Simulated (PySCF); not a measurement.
# Br3P (Phosphorus tribromide): the cost of one run

Programs: PySCF 2.14.0, with density-fitted response routines of our own. Each step states its level of theory. These are calculated values for one molecule in the gas phase, unless marked as measured. Atoms are numbered from 0 throughout.

## 1. Starting geometry

4 atoms, charge 0, multiplicity 1; geometry from: GFN2-xTB. The atoms were then displaced at random by about 0.01 Å, so the start is not that level's minimum.

Bonds of the start (Å): Br0–P1 2.25, P1–Br2 2.23, P1–Br3 2.20.

## 2. Optimising the geometry at PBE0-D3(BJ)/def2-SVP

Job settings and geometry (Å):

```
{"job": {"xc": "PBE0", "basis": "def2-SVP", "d3": "d3bj", "grid": 1, "shake": 0.01, "kind": "geom"}, "charge": 0, "multiplicity": 1}
Br     1.999810    -0.135180    -0.254420
P     -0.003290    -0.002040     0.751630
Br    -0.910140     1.765410    -0.269900
Br    -1.048390    -1.653560    -0.260320
```

Command:

```
$ OMP_NUM_THREADS=1 python probes_run.py task.json out
```

One launch serves the whole session: the jobs run in the order shown.

**Question.** How long does this first job take on 1 thread of Arm Neoverse V2, shared host, and how much memory does it need?

About 40 s, with a peak of 0.5 GiB.
